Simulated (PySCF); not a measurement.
**[Pr(H2O)5]3+: other functionals and bases at one geometry**

The task here is to estimate one member of a computed series from the others.

Method: several levels, as the steps say, no spin–orbit coupling; program: PySCF 2.14.0.

5 further runs of the same task are left out: 2 for a known fault of the program, 1 that didn't finish, 2 set aside as unsound or not needed.

**The system as given**

16 atoms, charge 3, spin multiplicity 1.

Bond lengths: Pr1–O2 2.452 Å, Pr1–O5 2.452 Å, Pr1–O8 2.420 Å, Pr1–O11 2.443 Å, Pr1–O14 2.443 Å, O2–H3 0.981 Å, O2–H4 0.981 Å, O5–H6 0.981 Å, O5–H7 0.981 Å, O8–H9 0.983 Å, O8–H10 0.983 Å, O11–H12 0.982 Å, O11–H13 0.982 Å, O14–H15 0.982 Å, O14–H16 0.982 Å. Angles: O2–Pr1–O5 156.8°, O2–Pr1–O8 101.6°, O2–Pr1–O11 85.6°, O2–Pr1–O14 86.0°, O5–Pr1–O8 101.6°, O5–Pr1–O11 86.0°, O5–Pr1–O14 85.6°, O8–Pr1–O11 111.5°, O8–Pr1–O14 111.5°, O11–Pr1–O14 136.9°, Pr1–O2–H3 128.8°, Pr1–O2–H4 128.0°, H3–O2–H4 103.2°, Pr1–O5–H6 128.8°, Pr1–O5–H7 128.0°, H6–O5–H7 103.2°, Pr1–O8–H9 128.4°, Pr1–O8–H10 128.4° and more.

As a file:

```tsv
atom	x (Å)	y (Å)	z (Å)
Pr1	0.0011	0.0000	0.0000
O2	-0.4925	0.0440	2.4014
H3	-0.8632	0.7760	2.9394
H4	-0.3835	-0.6811	3.0532
O5	-0.4925	-0.0440	-2.4014
H6	-0.8632	-0.7760	-2.9394
H7	-0.3835	0.6811	-3.0532
O8	2.4216	0.0000	0.0000
H9	3.0315	-0.1334	-0.7591
H10	3.0315	0.1334	0.7591
O11	-0.8952	2.2721	-0.0333
H12	-0.4318	3.1144	0.1662
H13	-1.8017	2.5642	-0.2708
O14	-0.8952	-2.2721	0.0333
H15	-1.8017	-2.5642	0.2708
H16	-0.4318	-3.1144	-0.1662
```

Formal oxidation states: Pr +3. Each metal's 2 4f electrons lie in its core potential, so multiplicities, spins and levels count the valence alone. An earlier session relaxed this geometry at r2SCAN, Pr lcecp-1-SVP with ECP48, O def2-SVP, H def2-SVP (singlet, point group C2).

At r2SCAN on the finer grid: E = -413.675487 Eh, HOMO -21.44 eV, LUMO -14.65 eV, Mulliken charge on Pr1 +1.63 e, largest force component 0.063 eV/Å. 

Levels to run: CAM-B3LYP; BLYP; BP86; revPBE; r2SCAN, TZVP. Hardware: 4 threads of AMD EPYC 9R45 (Zen 5), shared host.

Set-up of the first run:

File run.py (the lines that set the calculation):

```python
mol = gto.M(atom='''
Pr     0.00114     0.00000     0.00000
O     -0.49252     0.04396     2.40140
H     -0.86320     0.77603     2.93945
H     -0.38353    -0.68111     3.05323
O     -0.49252    -0.04396    -2.40140
H     -0.86320    -0.77603    -2.93945
H     -0.38353     0.68111    -3.05323
O      2.42161     0.00000     0.00000
H      3.03149    -0.13336    -0.75907
H      3.03149     0.13336     0.75907
O     -0.89525     2.27206    -0.03328
H     -0.43175     3.11437     0.16618
H     -1.80170     2.56423    -0.27084
O     -0.89525    -2.27206     0.03328
H     -1.80170    -2.56423     0.27084
H     -0.43175    -3.11437    -0.16618''',
    basis={'Pr': 'lcecp-1-SVP', 'O': 'def2-SVP', 'H': 'def2-SVP'},
    ecp={'Pr': 'lcecp-1-SVP'},
    charge=3, spin=0)
mf = dft.RKS(mol, xc='CAMB3LYP')
mf.grids.atom_grid = (75, 302)  # f atoms: unpruned, at least (60, 302)
mf = mf.density_fit()  # fitting sets: Pr AutoAux, O def2-universal-JKFIT, H def2-universal-JKFIT
mf.conv_tol = 1e-08; mf.max_cycle = 55
mf.kernel(dm0)  # dm0: the density of the relaxed state
```

Launch:

```bash
> OMP_NUM_THREADS=4 python run.py
```

Steps of the session up to this table: CAM-B3LYP; BLYP; BP86; revPBE; r2SCAN, TZVP.

One of the session's tables, all rows but one given; the rest of the session is left out.

| level | HOMO (eV) | gap (eV) | charge on Pr1 (e) | dipole (D) | largest force component (eV/Å) |
| --- | --- | --- | --- | --- | --- |
| r2SCAN (relaxed here) | -21.44 | 6.79 | 1.63 | 0.20 | 0.06 |
| CAM-B3LYP | -24.39 | 11.58 | 1.62 | 0.20 | 0.04 |
| BLYP | -20.86 | 6.12 | 1.44 | 0.21 | 0.46 |
| BP86 | ? | ? | ? | ? | ? |
| revPBE | -20.93 | 6.14 | 1.50 | 0.20 | 0.34 |
| r2SCAN, TZVP | -21.48 | 6.84 | 2.11 | 0.17 | 0.30 |

Estimate the missing values for BP86.

The run gave: HOMO (eV): -21.09; gap (eV): 6.10; charge on Pr1 (e): 1.48; dipole (D): 0.21; largest force component (eV/Å): 0.51. In the column «HOMO (eV)» it lies between r2SCAN (relaxed here) (-21.44) and revPBE (-20.93).

The dipole of a charged species depends on the origin, so these sizes hold for this origin alone.

In one basis the HOMO–LUMO gap runs from 6.10 eV (BP86) to 11.58 eV (CAM-B3LYP). The largest leftover force, 0.51 eV/Å with BP86, stands at a geometry relaxed at another level. With 4f in the core, its levels are missing from HOMO and gap, and its count is fixed, so no charge can pass from the ligands into it. Total energies of different levels can't be compared.
